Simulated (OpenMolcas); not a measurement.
# W⁵⁺ among point charges: CASSCF and CASPT2 levels and susceptibility

How does a field of 6 point charges split the states of W⁵⁺, and what χT follows?

The numbers are computed with OpenMolcas 26.06 (state-averaged CASSCF and CASPT2, spin-orbit coupling by RASSI with atomic mean-field integrals), except any that are marked as measured or tabulated.

### 1 Starting point

* Species: W⁵⁺ (tungsten, Z = 74, 69 electrons)
* Basis: ANO-RCC-VTZP [8s7p5d3f2g1h], 104 functions
* Scalar Hamiltonian: DKH2, point nucleus
* Inactive shells: 1s 2s 2p 3s 3p 3d 4s 4p 4d 4f 5s 5p
* Active space: 1 electron in 5 orbitals (5d)
* Some configurations of this space: 5d
* Orbitals: optimised for each spin and parity, averaged over all roots

The outer shells:

5d
```
5d [↑ ][  ][  ][  ][  ]
```

The ion sits among 6 point charges of -1.5 e arranged as a tetragonal octahedron (D4h), 1.78 Å from the ion, with the axial distance 1.691 Å.

Each step is its own input file, run in one work folder so that later steps find the files of earlier ones. Labels, J, g values, rates, χT and fits are worked out afterwards by a script from the matrices that RASSI stores. The input lists half of the charges; inversion (Group=XYZ) makes the rest.

### 2 One- and two-electron integrals

Contents of a.inp:

```
&GATEWAY
Coord
1

W 0.0 0.0 0.0
Basis=ANO-RCC-VTZP
Group=XYZ
NoMove
AngMom=0.0 0.0 0.0
AMFI
XField
3 Angstrom 0
1.780000 0.000000 0.000000 -1.500000
0.000000 1.780000 0.000000 -1.500000
0.000000 0.000000 1.691000 -1.500000
&SEWARD
```

Launch:

```console
OMP_NUM_THREADS=1 MOLCAS_MEM=1689 MOLCAS_PROJECT=a pymolcas a.inp > a.log
```

The log of the run:

```text
Basis set label: W.ANO-RCC...8S7P5D3F2G1H.

      Electronic valence basis set:
      ------------------
      Associated Effective Charge  74.000000 au
      Associated Actual Charge     74.000000 au
      Nuclear Model: Point charge

      Shell  nPrim  nBasis  Cartesian Spherical Contaminant
         s      24       8        X
         p      21       7        X
         d      15       5                 X
         f      11       3                 X
         g       4       2                 X
         h       2       1                 X
                  Relativistic Douglas-Kroll-Hess integrals:
                    - DKH order of Hamiltonian: 2
                    - DKH order of Properties : 0
                  Atomic mean-field integrals
```

### 3 CASSCF: doublets of even parity, 5 roots

Contents of a.inp:

```
&RASSCF
FileOrb=start.orb
Symmetry=1
Spin=2
nActEl=1 0 0
Inactive=15 19
Ras2=5 0
CIRoot=5 5 1
SDav=5
CIMx=300
Iter=120 100
PrWF=0.3
OrbListing=Nothing
MaxOrb=0
>>> COPY $Project.JobIph JOB001
```

Launch:

```console
OMP_NUM_THREADS=1 MOLCAS_MEM=1689 MOLCAS_PROJECT=a pymolcas a.inp > a.log
```

start.orb holds the contracted functions of the basis, ordered by shell, or the orbitals of the step before.

The log of the run, shortened:

```text
[...]
      Number of active orbitals                  5
[...]
      Spin quantum number                      0.5
[...]
      Active orbitals                            5   0
[...]
      Number of CSFs                             5
      Number of root(s) required                 5
[...]
      Convergence after 15 iterations
[...]
      Natural orbitals and occupation numbers for root  1
      sym 1:   1.000000   0.000000   0.000000   0.000000  -0.000000
      Natural orbitals and occupation numbers for root  2
      sym 1:  -0.000000  -0.000000   0.000000   1.000000  -0.000000
      Natural orbitals and occupation numbers for root  3
      sym 1:   0.000000   1.000000   0.000000   0.000000   0.000000
::    RASSCF root number  1 Total energy: -16136.14120636
::    RASSCF root number  2 Total energy: -16136.13195674
::    RASSCF root number  3 Total energy: -16136.13195674
::    RASSCF root number  4 Total energy: -16136.06325036
::    RASSCF root number  5 Total energy: -16136.04024904
```

### 4 RASSI: spin-orbit coupling between the states

Contents of a.inp:

```
&RASSI
NrOfJobIphs=1 5
1 2 3 4 5
IphNames
JOB001
EJob
SpinOrbit
DIPRint=1.0
SOCoupling=1000.0
Subsets=2
Property=9
'ANGMOM' 1 'ANGMOM' 2 'ANGMOM' 3 'MLTPL  1' 1 'MLTPL  1' 2 'MLTPL  1' 3
'AMFI' 1 'AMFI' 2 'AMFI' 3
SOProperty=3
'ANGMOM' 1 'ANGMOM' 2 'ANGMOM' 3
```

The log of the run, shortened:

```text
SPIN-FREE ENERGIES:
  (Shifted by EMIN (a.u.) =     -16136.1412063634)
 SF State       Relative EMIN(au)   Rel lowest level(eV)    D:o, cm**(-1)      L_eff
     1             0.0000000000        0.0000000000              0.0000         2.0
     2             0.0092496219        0.2516950340           2030.0574         2.0
     3             0.0092496219        0.2516950340           2030.0574         2.0
     4             0.0779560036        2.1212909242          17109.3652         2.0
     5             0.1009573236        2.7471887262          22157.5714         2.0
     Dipole printing threshold changed to   1.00000000E+00
Eigenvalues of complex Hamiltonian:
   -----------------------------------
  (Shifted by EMIN (a.u.) =     -16136.1412063634)
 SO State       Relative EMIN(au)   Rel lowest level(eV)    D:o, cm**(-1)     J-value
     1            -0.0095011889        0.0000000000              0.0000         0.9
     2            -0.0095011889        0.0000000000              0.0000         0.9
     3            -0.0021452463        0.2001653963           1614.4428         1.7
     4            -0.0021452463        0.2001653963           1614.4428         1.7
     5             0.0218706252        0.8536705510           6885.3173         2.0
     6             0.0218706252        0.8536705510           6885.3173         2.0
     7             0.0824143215        2.5011484554          20173.1228         1.3
     8             0.0824143215        2.5011484554          20173.1228         1.3
     9             0.1047740596        3.1095879251          25080.5180         2.2
    10             0.1047740596        3.1095879251          25080.5180         2.2
Weights of the five most important spin-orbit-free states for each spin-orbit state.
[...]
```

These steps took 5.4 s in all on 1 thread of Arm Neoverse N1, shared host.

Spin-free states, with their symmetry labels:

```tsv
state	degeneracy	E (cm-1)	free-ion L (%)
2B2	1	0	D (100)
2E	2	2030	D (100)
2B1	1	17109	D (100)
2A1	1	22158	D (100)
```

With spin-orbit coupling:

| E (cm-1) | Degeneracy | Label | 2S+1 | g |
| --- | --- | --- | --- | --- |
| 0.0 | 2 | E3/2 | 2 | 0.59 0.59 0.69 |
| 1614 | 2 | E1/2 | 2 | 0.07 0.83 0.83 |
| 6885 | 2 | E3/2 | 2 | 1.71 1.71 2.52 |
| 20173 | 2 | E3/2 | 2 | 2.30 2.30 3.21 |
| 25081 | 2 | E1/2 | 2 | 1.93 2.83 2.83 |

Principal g values are given for doublets only; a zero marks a field direction without first-order Zeeman splitting.

Powder χT (cm³ K/mol): 0.04 at 2 K, 0.04 at 5 K, 0.04 at 10 K, 0.04 at 20 K, 0.04 at 50 K, 0.05 at 100 K, 0.05 at 150 K, 0.06 at 200 K, 0.06 at 250 K, 0.07 at 300 K.

### 5 CASPT2: IPEA 0.25, imaginary shift 0.1 (closed shells correlated: 5s 5p)

Contents of a.inp:

```
>>> COPY JOB001 $Project.JobIph
&CASPT2
Multistate=5 1 2 3 4 5
NoMult
Frozen=14 16
IPEA=0.25
Imaginary=0.1
MaxIter=60
WThr=0.0 0.3 0.05
PrWF=0.5
NoMix
```

The log of the run:

```text
Orbital specifications:
      -----------------------

      Symmetry species                           1   2
                                                ag  au
      Frozen orbitals                           14  16
      Inactive orbitals                          1   3
      Active orbitals                            5   0
      Secondary orbitals                        31  34
      Deleted orbitals                           0   0
      Number of basis functions                 51  53
Type of calculation                        SS-CASPT2
      Fock operator                              state-specific
      IPEA shift                                 0.25
      Real shift                                 0.00
      Imaginary shift                            0.10
      The input orbitals will be transformed to quasi-canonical
Reference energy:      -16136.1412063634
      E2 (Non-variational):      -0.1465146851
      Shift correction:          -0.0000321641
      E2 (Variational):          -0.1465468492
      Total energy:          -16136.2877532126
      Residual norm:              0.0000000687
      Reference weight:           0.98145
      Contributions to the CASPT2 correlation energy
      Active & Virtual Only:          0.0000000001
      One Inactive Excited:          -0.0288028579
      Two Inactive Excited:          -0.1177118273
Reference energy:      -16136.1319567415
      E2 (Non-variational):      -0.1452913655
      Shift correction:          -0.0000320866
      E2 (Variational):          -0.1453234522
      Total energy:          -16136.2772801936
      Residual norm:              0.0000000697
      Reference weight:           0.98159
      Contributions to the CASPT2 correlation energy
      Active & Virtual Only:         -0.0000000000
      One Inactive Excited:          -0.0299074247
      Two Inactive Excited:          -0.1153839408
::    CASPT2 Root  1     Total energy: -16136.28775321
::    CASPT2 Root  2     Total energy: -16136.27728019
::    CASPT2 Root  3     Total energy: -16136.27728017
::    CASPT2 Root  4     Total energy: -16136.20717040
::    CASPT2 Root  5     Total energy: -16136.18341272
```

This run took 2.6 s in all on 1 thread of Arm Neoverse N1, shared host.

SS-CASPT2: lowest energy less the reference's lowest, -0.1465 hartree; reference weights 0.981 to 0.982.

States without spin-orbit coupling:

```tsv
state	degeneracy	E (cm-1)	free-ion L (%)
2B2	1	0	D (100)
2E	2	2299	D (100)
2B1	1	17686	D (100)
2A1	1	22900	D (100)
```

With spin-orbit coupling:

| E (cm-1) | Degeneracy | Label | 2S+1 | g |
| --- | --- | --- | --- | --- |
| 0 | 2 | E3/2 | 2 | 0.60 0.63 0.63 |
| 1820 | 2 | E1/2 | 2 | 0.07 0.82 0.82 |
| 7020 | 2 | E3/2 | 2 | 1.67 1.67 2.58 |
| 20650 | 2 | E3/2 | 2 | 2.30 2.30 3.18 |
| 25730 | 2 | E1/2 | 2 | 1.93 2.82 2.82 |

Powder χT (cm³ K/mol): 0.04 at 2 K, 0.04 at 5 K, 0.04 at 10 K, 0.04 at 20 K, 0.04 at 50 K, 0.05 at 100 K, 0.05 at 150 K, 0.06 at 200 K, 0.06 at 250 K, 0.07 at 300 K.

### 6 The methods side by side

A. CASSCF
B. SS-CASPT2, IPEA 0.25, imaginary shift 0.1 (closed shells correlated: 5s 5p)

```tsv
method	ground state	first state of that spin (cm-1)	first gap with spin-orbit (cm-1)	χT at 300 K
A	2B2	2E 2030	1614.4	0.07
B	2B2	2E 2299	1821.2	0.07
```

### 7 Summary of results

```
                                            quantity                                                                        value
                                              method  SS-CASPT2, IPEA 0.25, imaginary shift 0.1 (closed shells correlated: 5s 5p)
                              spin-free ground state                                              2B2, 1-fold in its orbital part
first state of the same spin within the active space                                                              2E at 2300 cm⁻¹
                                        lowest level                                            2-fold E3/2, g = 0.60, 0.63, 0.63
                                          next level                                                                  1821.2 cm⁻¹
                                         χT at 300 K                                                               0.07 cm³ K/mol
                           effective moment at 300 K                                                                      0.74 μB
```

Cost by method:

```tsv
method	time of its own steps	time with the reference
A. CASSCF	5.4 s	5.4 s
B. SS-CASPT2, IPEA 0.25, imaginary shift 0.1, +5s 5p	2.6 s	8 s
```

Times are of one thread on a shared host.

In words: The spin-free ground state (2B2) comes to 100 % from free-ion D terms and keeps the highest spin of the shell. χT at 300 K is 0.07, against 0.38 cm³ K/mol for the spin alone, so orbital moment lowers it. The field of point charges can differ much from that of real complexes. This is an electrostatic model: the charges have no orbitals.
